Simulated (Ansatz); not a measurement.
What does this script print? It uses Ansatz 0.2.0 through its Python package.

`geh7psi.py`:
```python
"""Single point of GeH7PSi in a Gaussian basis."""

import ansatz as az
import numpy as np

geometry_ang = [
    ("P", (1.9762, 0.6741, 0.4559)),
    ("Si", (0.3892, -0.7105, -0.2037)),
    ("Ge", (-1.6738, 0.1649, 0.3674)),
    ("H", (3.0055, 0.0191, -0.3325)),
    ("H", (1.665, 1.6627, -0.5619)),
    ("H", (0.462, -0.8793, -1.6625)),
    ("H", (0.5696, -2.0135, 0.4532)),
    ("H", (-2.7919, -0.802, -0.0989)),
    ("H", (-1.8542, 1.5412, -0.3223)),
    ("H", (-1.7475, 0.3432, 1.9053)),
]
mol = az.Crystal.molecule()
for symbol, xyz in geometry_ang:
    mol = mol.atom(symbol, xyz)

job = (
    mol.calculation()
    .basis(gaussian="cc-pVDZ")
    .functional("PBE")
    .forces()  # minus the gradient of the free energy
)
done = job.run(threads=1, backend="cpu")
rep = done.report

print(f"E = {rep['free_energy_ev']:.6f} eV = {rep['free_energy_ev'] / 27.211386246:.7f} Ha")
print("converged:", rep["converged"], " doubts:", rep["published_state_doubts"] or "none")

state = rep["mean_field"]["state"]
print(f"mean field: {state['energy']['hartree']:.7f} Ha, <S^2> = {abs(state['spin_squared']):.4f}, stability: {state.get('stability', {}).get('kind')}")

symbols = [site.symbol for site in mol.cartesian_sites]
print("forces (eV/A)")
for symbol, f in zip(symbols, rep["forces_ev_ang"]):
    print(f"  {symbol:2s} {f[0]:9.4f} {f[1]:9.4f} {f[2]:9.4f}")

charges = rep["charge_distribution"]
dipole = np.array(charges["dipole_moment_e_ang"]) * 4.803205
print("dipole (D): {:.3f} {:.3f} {:.3f}, length {:.3f}".format(*dipole, np.linalg.norm(dipole)))
print("atom  Mulliken   Lowdin")
for symbol, m, l in zip(symbols, charges["mulliken_charges_e"], charges["lowdin_charges_e"]):
    print(f"{symbol:4s} {m:9.3f} {l:8.3f}")
```

`python geh7psi.py` gives:
```text
E = -73780.059968 eV = -2711.3671939 Ha
converged: True  doubts: none
mean field: -2711.3671939 Ha, <S^2> = 0.0000, stability: minimum
forces (eV/A)
  P     0.9100    0.6938    0.4281
  Si   -0.0332   -0.1448   -0.3119
  Ge   -0.6277    0.2223    0.1960
  H    -0.0820    0.1306    0.0134
  H     0.0593   -0.1501    0.0411
  H    -0.0580   -0.2433   -0.7584
  H     0.1368   -0.6451    0.3235
  H    -0.1161    0.0350    0.0184
  H    -0.0920    0.0571    0.0122
  H    -0.0972    0.0445    0.0376
dipole (D): 0.040 -0.168 -0.665, length 0.687
atom  Mulliken   Lowdin
P       -0.099    0.137
Si       0.032   -0.032
Ge       0.066    0.106
H        0.041   -0.014
H        0.040   -0.012
H       -0.016   -0.044
H       -0.010   -0.037
H       -0.017   -0.035
H       -0.021   -0.036
H       -0.016   -0.034
```

Notes:
- Total energies depend on the basis set; only differences at equal settings carry meaning.
- The geometry is a force-field or estimated start, not a minimum of this method, and the basis set is short of its limit.
- The Löwdin charges here are taken after orthogonalising the functions within each atom; they differ from plain Löwdin charges, and their signs can be unphysical.
- The whole script took 3.2 s on 1 thread of Arm Neoverse V2, on a shared host, peak memory 0.22 GiB.
